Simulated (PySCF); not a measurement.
# C6H4O2: the cost of one run

Programs: PySCF 2.14.0, with routines of our own; each step states its level. All values are computed. Atoms count from 0.

### 1 The system as given

12 atoms, charge 0, multiplicity 1; geometry from: GFN2-xTB.

### 2 Optimising the geometry at PBE0/def2-SVP

The job: settings as JSON, then the geometry in Å.

```
{"job": {"xc": "PBE0", "basis": "def2-SVP", "grid": 1, "kind": "geom"}, "charge": 0, "multiplicity": 1}
O      0.294378     2.641498     0.245292
C      0.143512     1.445822     0.133893
C     -1.174060     0.805924     0.098281
C     -1.310885    -0.523498    -0.027767
C     -0.168382    -1.395464    -0.134529
C      1.086549    -0.919646    -0.112303
C      1.366295     0.512221     0.021669
O      2.487779     0.966607     0.046734
H     -2.025752     1.465708     0.179072
H     -2.292190    -0.976179    -0.051808
H     -0.353269    -2.455835    -0.233563
H      1.947223    -1.567844    -0.190996
```

Command:

```console
$ OMP_NUM_THREADS=1 python excited_run.py task.json out
```

This one command runs all jobs of the session in turn.

**Question.** How long does this first job take on 1 thread of AMD EPYC 9R45, shared host, and how much memory does it need?

About 24 s, with a peak of 0.56 GiB.
